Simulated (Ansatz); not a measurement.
NiMoIrPdW:

```
Ni Mo Pd Ir W
1.0
     4.11705    0.00000    0.00000
    -2.05853    3.56547    0.00000
     0.00000    0.00000    5.44580
Ni Mo Pd Ir W
1 1 1 1 1
Direct
  0.00000 0.00000 0.95775
  0.66667 0.33333 0.96161
  0.66667 0.33333 0.46295
  0.33333 0.66667 0.72572
  0.33333 0.66667 0.23642
```

The cell was built by a generator and needn't be a form met in nature.

Base run:

- Program: Ansatz 0.2.0
- Functional: RPBE
- Potentials or basis: Ansatz PAW
- Cutoff: 420 eV
- Density cutoff: 1680 eV
- k mesh: 8 × 8 × 5
- Occupations: fermi-dirac, width 0.05 eV
- Spin: collinear spin, ferromagnetic start
- Starting moments: [1.0, 1.0, 0.0, 0.6, 0.0] μB

Its results: band gap on the k mesh none (metal or under the smearing width); pressure 3.7 GPa; net moment 0.00 μB per cell; largest force 0.071 eV/Å.

Question: After a change of settings the same cell gave: band gap on the k mesh none (metal or under the smearing width); pressure 9.7 GPa; net moment 0.00 μB per cell; largest force 0.174 eV/Å. Which change was it?
A. functional from RPBE to BLYP
B. functional from RPBE to PBE
C. functional from RPBE to revPBE
D. functional from RPBE to PBEsol

Answer: A.

Caveats: the potentials were made for another functional, which shifts forces and pressure; the PAW data sets come from PBE, with cores solved anew for the run's functional, which leaves a small shift of forces and pressure.

Not every run made on this cell is shown here.
